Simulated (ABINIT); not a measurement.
The system is Pb.

```
Pb
1.0
     0.00000    2.47502    2.47502
     2.47502    0.00000    2.47502
     2.47502    2.47502    0.00000
Pb
1
Direct
  0.00000 0.00000 0.00000
```

| Quantity | Value |
| --- | --- |
| Program | ABINIT 10.8.3 (patched build) |
| Task | relaxation of cell and atoms |
| Functional | PBE |
| Potentials or basis | PseudoDojo NC SR PBE v0.4.1 standard |
| Cutoff | 762 eV |
| k mesh | 7 × 7 × 7 |
| Occupations | fermi-dirac, width 0.05 eV |
| Spin | no spin polarisation |

At the start: pressure 2.9 GPa; volume 30.32 Å³/atom.

**Question.** Where does the relaxation end?

**Answer.** Over 5 steps the energy falls by 16.7 meV/atom and the volume is 32.27 Å³/atom (+6.4 %); space group Fm-3m (No. 225, to 0.05 Å).

The path:
```tsv
step	energy change (eV)	largest force (eV/Å)	pressure (GPa)	volume (Å³)
1	0.0000	0.0000	2.91	30.32
2	-0.0045	0.0000	2.44	30.59
3	-0.0166	0.0000	0.18	32.13
4	-0.0167	0.0000	0.01	32.26
5	-0.0167	0.0000	0.00	32.27
```

Final structure:
```
CELL_PARAMETERS angstrom
0.00000 2.52690 2.52690
2.52690 0.00000 2.52690
2.52690 2.52690 0.00000
ATOMIC_POSITIONS crystal
Pb 0.00000 0.00000 0.00000
```

The cell as given is a measured one (30.32 Å³/atom); PBE puts the equilibrium volume +6.4 % from it, thermal expansion not counted.
